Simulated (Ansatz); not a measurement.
# C4H9BFN: the cost of one run

Computed with Ansatz 0.2.0, Gaussian basis. Level: the settings change from run to run.

### Step 1. The relaxed structure

The structure was relaxed beforehand with PBE0-D4 in a triple-zeta def2 set.

SMILES `CC#[N+][B-](C)(C)F`, 16 atoms, charge 0, spin multiplicity 1.

Atoms are counted from 1 here; the program's logs count them from 0.

Bond lengths: C1–C2 1.443 Å, C1–H8 1.091 Å, C1–H9 1.091 Å, C1–H10 1.091 Å, C2–N3 1.141 Å, N3–B4 1.693 Å, B4–C5 1.602 Å, B4–C6 1.602 Å, B4–F7 1.395 Å, C5–H11 1.095 Å, C5–H12 1.095 Å, C5–H13 1.095 Å, C6–H14 1.095 Å, C6–H15 1.095 Å, C6–H16 1.095 Å. Angles: C2–C1–H8 109.8°, C2–C1–H9 109.8°, C2–C1–H10 109.4°, H8–C1–H9 109.3°, H8–C1–H10 109.2°, H9–C1–H10 109.2°, C1–C2–N3 179.8°, C2–N3–B4 179.4°, N3–B4–C5 104.2°, N3–B4–C6 104.2°, N3–B4–F7 101.6°, C5–B4–C6 117.4°, C5–B4–F7 113.6°, C6–B4–F7 113.6°, B4–C5–H11 108.6°, B4–C5–H12 113.1°, B4–C5–H13 112.5°, H11–C5–H12 107.0° and more.

### Step 2. CAM-B3LYP/cc-pVTZ

Set apart from the defaults: charge +1, multiplicity 2, density fitting with cc-pVTZ-jkfit, a point charge of 0.50 e beside it, D3(BJ) with three-body dispersion, relativity set to scalar, high accuracy.

in.yaml reads:

```yaml
crystal:
  periodic: [false, false, false]
  atoms:
    - {symbol: C, position_ang: [1.745577, 0.480188, 2.563707]}
    - {symbol: C, position_ang: [0.994922, 0.390262, 1.334679]}
    - {symbol: N, position_ang: [0.402920, 0.322655, 0.361429]}
    - {symbol: B, position_ang: [-0.467320, 0.236222, -1.088688]}
    - {symbol: C, position_ang: [0.091321, -1.085112, -1.802751]}
    - {symbol: C, position_ang: [-2.001586, 0.232227, -0.626384]}
    - {symbol: F, position_ang: [-0.078453, 1.417998, -1.720070]}
    - {symbol: H, position_ang: [1.066231, 0.436700, 3.416270]}
    - {symbol: H, position_ang: [2.455488, -0.345964, 2.625152]}
    - {symbol: H, position_ang: [2.291348, 1.424693, 2.587811]}
    - {symbol: H, position_ang: [-0.425107, -1.210669, -2.759986]}
    - {symbol: H, position_ang: [-0.086381, -1.995545, -1.221762]}
    - {symbol: H, position_ang: [1.162275, -1.022664, -2.020708]}
    - {symbol: H, position_ang: [-2.635534, 0.180940, -1.517588]}
    - {symbol: H, position_ang: [-2.278781, 1.143200, -0.086370]}
    - {symbol: H, position_ang: [-2.259819, -0.627731, -0.000441]}
basis:
  gaussian: {orbitals: cc-pVTZ, fitting: {mean_field: cc-pVTZ-jkfit}, point_charges: [{charge: 0.50, position_ang: [5.150, 0.179, 0.918]}]}
total_charge: 1
magnetization: {spin_polarized: true, initial_magnetization: 1}
hamiltonian: {xc: {name: CAM-B3LYP}, dispersion: d3bjatm, pseudopotentials: {relativity: scalar}}
accuracy: high
```

Command:

```
$ ansatz run in.yaml --threads 8 --pin off --events-out ev --progress --plain --max-ram 18278MiB
```

Q: Estimate wall time and peak memory on 8 threads of Arm Neoverse V1, shared host.

About 12 s, with a peak of 1.6 GiB.
